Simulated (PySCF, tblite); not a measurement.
# C4H9BO2Si: geometry, infrared bands and NMR shifts

Aim: predict the infrared bands and NMR shifts of C4H9BO2Si (`CB1OCOC=C1[SiH3]`).

Computed with tblite 0.8.0 and PySCF 2.14.0, with density-fitted response routines of our own, on a single molecule in the gas phase. Atoms count from 0, in the outputs and in this text.

## Step 1: The starting structure

17 atoms, charge 0, multiplicity 1; geometry from: force field or distance geometry start.

Bonds of the start (Å): C0–B1 1.59, B1–O2 1.47, O2–C3 1.37, C3–O4 1.44, O4–C5 1.39, C5–C6 1.35, C6–Si7 1.85, C6–B1 1.58, C0–H8 1.11, C0–H9 1.12, C0–H10 1.12, C3–H11 1.12, C3–H12 1.10, C5–H13 1.08, Si7–H14 1.47, Si7–H15 1.49, Si7–H16 1.49.

## Step 2: Relaxing the molecule with GFN2-xTB

The job: settings as JSON, then the geometry in Å.

```
{"job": {"kind": "relax", "xc": "GFN2-xTB", "basis": "xTB"}, "charge": 0, "multiplicity": 1}
C     -0.125400     2.138400    -0.073300
B     -0.648100     0.641100    -0.180900
O     -2.037900     0.286000     0.148300
C     -2.225400    -1.053000    -0.059200
O     -1.330500    -1.788400     0.790800
C      0.045200    -1.659600     0.599500
C      0.447100    -0.462900     0.122800
Si     2.243500    -0.136800    -0.162500
H      0.841400     2.226300    -0.602900
H     -0.899200     2.843000    -0.467700
H      0.004700     2.378800     1.017400
H     -3.278200    -1.408200     0.041400
H     -1.918700    -1.284500    -1.093800
H      0.754000    -2.449800     0.820700
H      2.673300     1.142200     0.429100
H      3.066800    -1.283300     0.307300
H      2.380400    -0.117300    -1.646900
```

Launch:

```
> OMP_NUM_THREADS=1 python probes_run.py task.json out
```

This one command runs all jobs of the session in turn.

**Question.** This job is followed by: GFN2-xTB harmonic vibrations, gas phase; GIAO PBE0/pcSseg-1 NMR shielding, non-relativistic, gas phase. Predict these results of the whole session: strongest single infrared mode (GFN2-xTB); zero-point energy (GFN2-xTB); 13C shifts against TMS (PBE0/pcSseg-1); 1H shifts against TMS (PBE0/pcSseg-1, means over atoms taken as alike); 11B shifts against BF3·OEt2 (PBE0/pcSseg-1); 17O shifts against H2O (PBE0/pcSseg-1); 29Si shifts against TMS (PBE0/pcSseg-1); surface potential, 1st and 99th percentile.

As calculated:

| quantity | value |
| --- | --- |
| strongest single infrared mode (GFN2-xTB) | 792 cm⁻¹, 472 km/mol |
| zero-point energy (GFN2-xTB) | 76.5 kcal/mol |
| 13C shifts against TMS (PBE0/pcSseg-1) | 171.7, 105.9, 90.4, 4.7 ppm |
| 1H shifts against TMS (PBE0/pcSseg-1, means over atoms taken as alike) | 7.19, 5.80, 4.20, 0.53 ppm |
| 11B shifts against BF3·OEt2 (PBE0/pcSseg-1) | 40.7 ppm |
| 17O shifts against H2O (PBE0/pcSseg-1) | 179.4, 178.0 ppm |
| 29Si shifts against TMS (PBE0/pcSseg-1) | -74.4 ppm |
| surface potential, 1st and 99th percentile | -0.96 V and 1.04 V |

Relaxing lowered the energy by 1.061 eV in 117 steps; the close pair that moved most is B1–O2, from 1.472 to 1.355 Å. No mode is imaginary among the 45: a minimum at this level. The strongest single mode, at 792 cm⁻¹, has its largest shares on H16, H14 and H15 (the list is cut at 3 atoms). Unscaled tight-binding wavenumbers are off by several per cent, some by more. Its intensities can rank the bands wrongly. C5 (alkene carbon bearing oxygen) lies farthest downfield among carbon, at 171.7 ppm; an sp2 carbon further deshielded by the attached heteroatom. H13 (hydrogen on an alkene carbon bearing oxygen) lies farthest downfield among hydrogen, at 7.19 ppm; attached to an sp2 carbon and in the plane of the double bond. At PBE0/pcSseg-1: The widest tensor belongs to O2: span 277 ppm, with a paramagnetic part of -237 ppm. At PBE0/pcSseg-1, counted by nearest atom on the grid, the HOMO lies on C6 34 %; O4 22 %, the LUMO on C5 30 %; B1 24 %.
